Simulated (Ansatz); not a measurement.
# CoSi4Ru3: the cost of one run

Method: DFT PBE, scalar-relativistic, plane waves, PAW, in Ansatz 0.2.0.

## 1. Starting point

It takes space group P4/mmm (No. 123, tetragonal). Conventional cell: a = 5.795 Å, b = 5.795 Å, c = 2.924 Å, α = 90.00°, β = 90.00°, γ = 90.00°. Si (site symmetry m2m) has 2 Co at 2.48 Å and 6 Ru at 2.52 to 2.55 Å as nearest neighbours. Co (site symmetry 4/mmm) is surrounded by 8 Si at 2.48 Å. Around Ru (site symmetry 4/mmm) lie 8 Si at 2.55 Å and 6 Ru at 2.90 to 2.92 Å. Around Ru (site symmetry mmm) lie 8 Si at 2.52 Å.

Structure file:

```xyz
8
Lattice="5.7952 0.0000 0.0000 0.0000 5.7952 0.0000 0.0000 0.0000 2.9241" Properties=species:S:1:pos:R:3 pbc="T T T"
Si    4.3153    4.3153    1.4620
Si    4.3153    1.4799    1.4620
Si    1.4799    4.3153    1.4620
Si    1.4799    1.4799    1.4620
Co    2.8976    2.8976    0.0000
Ru    0.0000    0.0000    0.0000
Ru    0.0000    2.8976    0.0000
Ru    2.8976    0.0000    0.0000
```

It is the end of an earlier relaxation with the same method, from a generated guess; it is a trial structure. At a tolerance of 0.05 Å it has space group P4/mmm (No. 123); it has 12.28 Å³/atom, an uncorrected energy of -0.53 eV/atom over the elements.

## 2. Bands, states and charges

File input.yaml:

```yaml
crystal:
  lattice:
    - [5.7951859, 0.0, 0.0]
    - [0.0, 5.7951859, 0.0]
    - [0.0, 0.0, 2.924051]
  atoms:
    - { symbol: Si, position: [0.744637, 0.744637, 0.5] }
    - { symbol: Si, position: [0.744637, 0.255363, 0.5] }
    - { symbol: Si, position: [0.255363, 0.744637, 0.5] }
    - { symbol: Si, position: [0.255363, 0.255363, 0.5] }
    - { symbol: Co, position: [0.5, 0.5, 0.0], spin: 0.68 }
    - { symbol: Ru, position: [0.0, 0.0, 0.0] }
    - { symbol: Ru, position: [0.0, 0.5, 0.0] }
    - { symbol: Ru, position: [0.5, 0.0, 0.0] }
basis:
  ecutwfc: 420
kpoints:
  mp_grid: { grid: [8, 8, 12] }
  band_path:
    path:
      - [[0.0, 0.0, 0.0], [0.0, 0.5, 0.0], [0.5, 0.5, 0.0], [0.0, 0.0, 0.0], [0.0, 0.0, 0.5], [0.0, 0.5, 0.5], [0.5, 0.5, 0.5], [0.0, 0.0, 0.5]]
      - [[0.0, 0.5, 0.0], [0.0, 0.5, 0.5]]
      - [[0.5, 0.5, 0.0], [0.5, 0.5, 0.5]]
    npoints: 14
hamiltonian:
  xc: pbe
scf:
  occupations: { method: gaussian, width: 0.1 }
  n_extra_bands: 20
output:
  forces: true
  stress: true
  eigenvalues: true
  populations: true
  dos: { projected: true, de: 0.02, nscf_kmesh: { grid: [10, 10, 15] } }
  bader: true
  write_density: true
  write_potential: true
  elf: true
  volumetric_format: npy
magnetization:
  spin_polarized: true
checkpoint:
  read: start.run
  write: ck
  compress: false
  write_wavefunctions: false
  write_every: 100000
```

The run is started by

```console
> ansatz run input.yaml --threads 4 --pin off --max-ram 8192MiB --backend cpu --events-out ev --progress --plain --runs-dir out
```

What time and memory should one allow on 4 threads of Intel Xeon 6975P-C (Granite Rapids), shared host?

About 35 s, with a peak of 1.2 GiB.
